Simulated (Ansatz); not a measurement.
# ZnCl2 + SiH4: a complex and its separated parts

Aim: how far the complex at one end of a reaction step lies below its separated, relaxed parts, level by level.

The runs use Ansatz 0.2.0, Gaussian basis; PBE0-D4/def2-TZVP structures, single points in def2-TZVPP, no counterpoise correction.

Levels: SPW92, PBE-D4, BLYP-D4, r2SCAN-D4, B97M-V, PBE0-D4, B3LYP-D4, r2SCAN0-D4, BHLYP-D4, CAM-B3LYP-D4, wB97X-V, wB97M-V, B2PLYP, PBE-QIDH, RPA on PBE, Hartree-Fock, MP2, CCSD, CCSD(T).

Cores are frozen in the correlated methods. The 3s and 3p shells of Cu and Zn are frozen; filled d shells are correlated. B3LYP uses VWN-RPA correlation. B2PLYP carries no dispersion term here.

94 further runs of the same task are left out: 94 set aside as unsound or not needed.

## 1. Starting geometry

The complex: 8 atoms, charge 0, spin multiplicity 1.

Atoms are counted from 1 here; the program's logs count them from 0.

Bond lengths: Zn1–Cl2 2.099 Å, Zn1–Cl3 2.105 Å, H4–Si5 1.505 Å, Si5–H6 1.479 Å, Si5–H7 1.483 Å, Si5–H8 1.479 Å. Angles: Cl2–Zn1–Cl3 167.3°, H4–Si5–H6 108.2°, H4–Si5–H7 106.0°, H4–Si5–H8 108.2°, H6–Si5–H7 111.1°, H6–Si5–H8 111.9°, H7–Si5–H8 111.1°.

Coordinates:

```xyz
8
Cl2H4SiZn
Zn   -0.84380   -1.83892    0.04865
Cl   -0.91812   -2.67357    1.97261
Cl   -0.96946   -1.40156   -2.00610
H     0.08745   -0.01103    0.72353
Si    0.55357    1.20661   -0.02903
H     1.57659    0.78029   -1.00867
H     1.13390    2.11819    0.98659
H    -0.62023    1.81990   -0.68768
```

Its parts: ZnCl2 holds atoms 1, 2, 3; SiH4 holds atoms 4, 5, 6, 7, 8. Each part counts its atoms afresh in its own runs.

## 2. Relaxing ZnCl2 alone

File relax-a/in.yaml:

```yaml
crystal:
  periodic: [false, false, false]
  atoms:
    - {symbol: Zn, position_ang: [-0.843801, -1.838921, 0.048655]}
    - {symbol: Cl, position_ang: [-0.918115, -2.673572, 1.972606]}
    - {symbol: Cl, position_ang: [-0.969458, -1.401562, -2.006095]}
basis:
  gaussian: {orbitals: def2-TZVP}
hamiltonian: {xc: pbe0, dispersion: d4}
relax: {f_tol: 0.005, max_steps: 200}
```

The run is started by

```bash
ansatz run in.yaml --threads 8 --pin off --events-out ev --progress --plain --max-ram 19148MiB
```

The runs that follow: Relaxing SiH4 alone; SPW92/def2-TZVPP; PBE-D4/def2-TZVPP; BLYP-D4/def2-TZVPP; r2SCAN-D4/def2-TZVPP; B97M-V/def2-TZVPP; PBE0-D4/def2-TZVPP; B3LYP-D4/def2-TZVPP; r2SCAN0-D4/def2-TZVPP; BHLYP-D4/def2-TZVPP; CAM-B3LYP-D4/def2-TZVPP; wB97X-V/def2-TZVPP; wB97M-V/def2-TZVPP; B2PLYP/def2-TZVPP; PBE-QIDH/def2-TZVPP; RPA on PBE/def2-TZVPP; CCSD(T)/def2-TZVPP; Vibrations of ZnCl2; Vibrations of SiH4.

What does the calculation give? Wanted: complex less parts, CCSD(T)/def2-TZVPP; with zero-point energy; largest T1 diagnostic.

As calculated:

| quantity | value |
| --- | --- |
| complex less parts, CCSD(T)/def2-TZVPP | -0.114 eV |
| with zero-point energy | -0.082 eV |
| largest T1 diagnostic | 0.013 |

**Reading.** At CCSD(T) the complex lies 0.114 eV below its parts. Among the functionals PBE-QIDH lands nearest to CCSD(T) (+0.001 eV) and SPW92 farthest (-0.172 eV). Mean unsigned error by rung: LDA 0.172, GGA 0.040, meta-GGA 0.049, hybrid 0.048, range-separated hybrid 0.023, double hybrid 0.031 eV. PBE-D4 gives a relative energy 0.056 eV too low, an error of 50 % of the reference. No counterpoise was applied, and triple zeta lacks some correlation, so the CCSD(T) reference has a basis error of its own, and close matches with it are partly luck.
